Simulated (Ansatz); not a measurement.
# H6NSbSi: basis-set convergence

The task here is to estimate one member of a computed series from the others.

The runs use Ansatz 0.2.0, Gaussian basis; one geometry, several basis sets.

The runs, in order: PBE0-D4/def2-SVP; ωB97M-V/def2-SVP; PBE0-D4/def2-QZVPP; ωB97M-V/def2-QZVPP; the functionals' def2-TZVPP values are taken from earlier runs.

### The relaxed structure

All runs share one geometry, relaxed beforehand with PBE0-D4 in a triple-zeta def2 set. Sb takes the def2 core potential; no spin-orbit term is included.

SMILES `[NH2][SbH][SiH3]`, 9 atoms, charge 0, spin multiplicity 1.

Atoms are counted from 1 here; the program's logs count them from 0.

Bond lengths: N1–Sb2 2.046 Å, N1–H4 1.012 Å, N1–H5 1.012 Å, Sb2–Si3 2.588 Å, Sb2–H6 1.711 Å, Si3–H7 1.489 Å, Si3–H8 1.490 Å, Si3–H9 1.489 Å. Angles: Sb2–N1–H4 110.7°, Sb2–N1–H5 113.7°, H4–N1–H5 107.9°, N1–Sb2–Si3 98.2°, N1–Sb2–H6 93.7°, Si3–Sb2–H6 90.0°, Sb2–Si3–H7 109.7°, Sb2–Si3–H8 110.4°, Sb2–Si3–H9 111.2°, H7–Si3–H8 108.1°, H7–Si3–H9 108.5°, H8–Si3–H9 108.9°.

Set-up of the first run:

in.yaml reads:

```yaml
crystal:
  periodic: [false, false, false]
  atoms:
    - {symbol: N, position_ang: [-0.047893, 0.620329, -1.934282]}
    - {symbol: Sb, position_ang: [1.099091, 0.995960, -0.282279]}
    - {symbol: Si, position_ang: [0.038665, -0.747715, 1.308754]}
    - {symbol: H, position_ang: [0.432534, -0.005784, -2.568289]}
    - {symbol: H, position_ang: [-0.950082, 0.214169, -1.720087]}
    - {symbol: H, position_ang: [0.035457, 2.193843, 0.320123]}
    - {symbol: H, position_ang: [0.618994, -2.091661, 1.038719]}
    - {symbol: H, position_ang: [-1.432430, -0.825300, 1.086466]}
    - {symbol: H, position_ang: [0.293964, -0.400243, 2.733775]}
basis:
  gaussian: {orbitals: def2-SVP}
hamiltonian: {xc: pbe0, dispersion: d4}
output: {orbitals: {seedname: orbitals}}
```

On the command line:

```sh
$ ansatz run in.yaml --threads 2 --pin off --events-out ev --progress --plain --max-ram 4352MiB
```

Among the steps run: PBE0-D4 in def2-SVP; ωB97M-V in def2-SVP; PBE0-D4 in def2-QZVPP; ωB97M-V in def2-QZVPP.

One of the session's tables, all rows but one given; the rest of the session is left out.

It belongs to the step «Density functionals: the series». 

```
functional       basis  HOMO (eV)
   PBE0-D4    def2-SVP      -6.78
   PBE0-D4  def2-TZVPP      -6.90
   PBE0-D4  def2-QZVPP      -6.92
   ωB97M-V    def2-SVP      -8.78
   ωB97M-V  def2-TZVPP      -8.90
   ωB97M-V  def2-QZVPP          ?
```

Q: Estimate the row for ωB97M-V, def2-QZVPP from the others.

**Answer.** HOMO (eV): -8.92. In the column «HOMO (eV)» it is the lowest.
